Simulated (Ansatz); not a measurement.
**CH₃AlF₂Si: how energies converge with the basis set**

One table from this session's results is given with a row withheld; the runs are named, their logs left out.

The runs use Ansatz 0.2.0, Gaussian basis; one geometry, several basis sets.

The runs, in order: PBE0-D4/def2-SVP; ωB97M-V/def2-SVP; PBE0-D4/def2-QZVPP; ωB97M-V/def2-QZVPP; the functionals' def2-TZVPP values are taken from earlier runs.

**Structure used throughout**

An earlier PBE0-D4 in a triple-zeta def2 set relaxation fixed the geometry.

8 atoms, charge 0, spin multiplicity 1.

Atoms are counted from 1 here; the program's logs count them from 0.

Bond lengths: F1–C2 1.356 Å, C2–Al4 1.931 Å, C2–Si5 1.733 Å, F3–Al4 1.649 Å, Al4–H6 1.575 Å, Si5–H7 1.475 Å, Si5–H8 1.480 Å. Angles: F1–C2–Al4 121.2°, F1–C2–Si5 122.2°, Al4–C2–Si5 116.6°, C2–Al4–F3 120.3°, C2–Al4–H6 120.7°, F3–Al4–H6 119.1°, C2–Si5–H7 115.7°, C2–Si5–H8 127.0°, H7–Si5–H8 117.3°.

As a file:

```mol
CH3AlF2Si
  3D, bonds by distance, orders not assigned

  8  7  0  0  0  0  0  0  0  0999 V2000
    1.1609   -1.3642    1.1585 F   0  0
    0.4354   -0.5361    0.3669 C   0  0
   -0.0921    1.5198    2.6362 F   0  0
   -0.3200    1.1010    1.0577 Al  0  0
    0.1360   -0.8828   -1.3048 Si  0  0
   -1.1597    2.0536    0.1268 H   0  0
   -0.6703    0.1151   -2.0315 H   0  0
    0.6017   -2.0635   -2.0657 H   0  0
  1  2  8  0
  2  4  8  0
  2  5  8  0
  3  4  8  0
  4  6  8  0
  5  7  8  0
  5  8  8  0
M  END
```

Set-up of the first run:

Input file in.yaml:

```yaml
crystal:
  periodic: [false, false, false]
  atoms:
    - {symbol: F, position_ang: [1.160936, -1.364192, 1.158512]}
    - {symbol: C, position_ang: [0.435374, -0.536142, 0.366857]}
    - {symbol: F, position_ang: [-0.092078, 1.519807, 2.636247]}
    - {symbol: Al, position_ang: [-0.319966, 1.101021, 1.057737]}
    - {symbol: Si, position_ang: [0.136020, -0.882831, -1.304755]}
    - {symbol: H, position_ang: [-1.159661, 2.053585, 0.126807]}
    - {symbol: H, position_ang: [-0.670289, 0.115119, -2.031524]}
    - {symbol: H, position_ang: [0.601664, -2.063468, -2.065680]}
basis:
  gaussian: {orbitals: def2-SVP}
hamiltonian: {xc: pbe0, dispersion: d4}
output: {orbitals: {seedname: orbitals}}
```

Launch:

```console
ansatz run in.yaml --threads 2 --pin off --events-out ev --progress --plain --max-ram 4352MiB
```

Among the steps run: PBE0-D4 in def2-SVP; ωB97M-V in def2-SVP; PBE0-D4 in def2-QZVPP; ωB97M-V in def2-QZVPP.

One of the session's tables, all rows but one given; the rest of the session is left out.

It belongs to the step «Functionals by basis». 

```
functional       basis  HOMO (eV)  LUMO (eV)
   PBE0-D4    def2-SVP      -6.85      -1.95
   PBE0-D4  def2-TZVPP          ?          ?
   PBE0-D4  def2-QZVPP      -6.94      -2.10
   ωB97M-V    def2-SVP      -8.82      -0.03
   ωB97M-V  def2-TZVPP      -8.93      -0.22
   ωB97M-V  def2-QZVPP      -8.95      -0.30
```

Estimate the missing values for PBE0-D4, def2-TZVPP.

**Answer.** HOMO (eV): -6.92; LUMO (eV): -2.07. In the column «HOMO (eV)» it lies between PBE0-D4, def2-QZVPP (-6.94) and PBE0-D4, def2-SVP (-6.85).
